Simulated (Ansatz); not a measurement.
# H5Si2Te: the cost of one run

All numbers are computed with Ansatz 0.2.0, driven from Python. Level of theory: PBE/def2-SVP.

### Step 1. Starting point

Bond lengths: Si1–Te2 2.426 Å, Te2–Si3 2.476 Å, Si1–H4 1.413 Å, Si1–H5 1.528 Å, Si3–H6 1.480 Å, Si3–H7 1.524 Å, Si3–H8 1.408 Å. Angles: Si1–Te2–Si3 88.5°, Te2–Si1–H4 110.2°, Te2–Si1–H5 110.1°, H4–Si1–H5 107.8°, Te2–Si3–H6 109.1°, Te2–Si3–H7 108.4°, Te2–Si3–H8 110.2°, H6–Si3–H7 107.8°, H6–Si3–H8 111.9°, H7–Si3–H8 109.3°.

No structure file is read: the coordinates are typed or built in the script.

### Step 2. The script

Input file bend.py:

```python
"""Energy of H5Si2Te against one bond angle."""

import warnings

import ansatz as az
from ase import Atoms


def main() -> None:
    warnings.simplefilter("ignore", az.DeckWarning)

    atoms = Atoms(["Si", "Te", "Si", "H", "H", "H", "H", "H"], positions=[
        (-1.1333, 1.3416, -0.7372),
        (1.1916, 0.703, -1.0029),
        (0.881, -0.9449, 0.8193),
        (-1.973, 0.2229, -0.9381),
        (-1.5083, 2.3978, -1.7751),
        (0.5243, -0.2292, 2.0642),
        (2.2078, -1.6575, 1.0551),
        (-0.0979, -1.8908, 0.459),
    ])

    # start the scan from a relaxed geometry
    first = (
        az.Crystal.molecule_from_ase(atoms).calculation()
        .basis(gaussian="def2-SVP")
        .functional("PBE")
        .spin("collinear", total=1)
        .relax(force_tolerance=0.02, max_steps=80)
    )
    atoms.positions = first.run().report["positions_ang"]

    rows = []
    for angle in [90, 100, 110, 120, 135, 150, 165, 179]:
        bent = atoms.copy()
        bent.set_angle(2, 1, 0, angle, indices=[0, 3, 4])
        calc = az.Crystal.molecule_from_ase(bent).calculation()
        calc = calc.basis(gaussian="def2-SVP")
        calc = calc.functional("PBE")
        calc = calc.spin("collinear", total=1)
        rows.append((angle, calc.run().report["free_energy_ev"]))
    floor = min(e for _, e in rows)
    for angle, e in rows:
        print(f"angle Si2-Te1-Si0 = {angle:3d} deg   {1000 * (e - floor):9.1f} meV")


if __name__ == "__main__":
    main()
```

### Step 3. The input behind the calls

The engine receives this input (first run):

```yaml
crystal:
  periodic: [false, false, false]
  atoms:
    - { symbol: Si, position_ang: [-1.1333, 1.3416, -0.7372] }
    - { symbol: Te, position_ang: [1.1916, 0.703, -1.0029] }
    - { symbol: Si, position_ang: [0.881, -0.9449, 0.8193] }
    - { symbol: H, position_ang: [-1.973, 0.2229, -0.9381] }
    - { symbol: H, position_ang: [-1.5083, 2.3978, -1.7751] }
    - { symbol: H, position_ang: [0.5243, -0.2292, 2.0642] }
    - { symbol: H, position_ang: [2.2078, -1.6575, 1.0551] }
    - { symbol: H, position_ang: [-0.0979, -1.8908, 0.459] }
basis:
  gaussian:
    orbitals: def2-SVP
hamiltonian:
  xc: pbe
magnetization:
  spin_polarized: true
  initial_magnetization: 1.0
relax:
  f_tol: 0.02
  max_steps: 80
```

### Step 4. Running it

Started as:

```console
python bend.py
```

Q: Estimate wall time and peak memory on 1 thread of Arm Neoverse V1, shared host.

About 68 s, with a peak of 0.24 GiB.
